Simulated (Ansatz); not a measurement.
Crystal: Ti3S2.

```
CELL_PARAMETERS angstrom
2.71311 1.56642 3.23762
-2.71311 1.56642 3.23762
0.00000 -3.13283 3.23762
ATOMIC_POSITIONS crystal
Ti 0.00000 0.33565 0.66434
Ti 0.66434 0.00000 0.33565
Ti 0.33565 0.66434 0.00000
S 0.16784 0.16784 0.16784
S 0.83216 0.83216 0.83216
```

The cell comes from a database or a generator and needn't be the stable form of this composition.

Base run:

* Program: Ansatz 0.2.0
* Functional: PBEsol
* Potentials or basis: Ansatz PAW
* Cutoff: 420 eV (not typed: the program's choice for these potentials)
* k mesh: 6 × 6 × 6
* Occupations: fermi-dirac, width 0.05 eV
* Spin: no spin polarisation
* Hubbard terms: Ti d U = 6 eV

Its results: pressure 8.8 GPa; largest force 0.556 eV/Å.

**Question.** The run is repeated on the same cell with these changes: hubbard terms from Ti d U = 6 eV to Ti d U = 8 eV. What comes out?

**Answer.** Pressure 27.5 GPa; largest force 1.064 eV/Å.

Caveats: the PAW data sets come from PBE, with cores solved anew for the run's functional, which leaves a small shift of forces and pressure; the density of states is complete only up to the lowest level of the last band computed; U without spin polarisation on a metal has little footing (some runs); forces of over 1 eV/Å show positions far from the minimum, so gaps and moduli don't describe the material at rest (some runs).
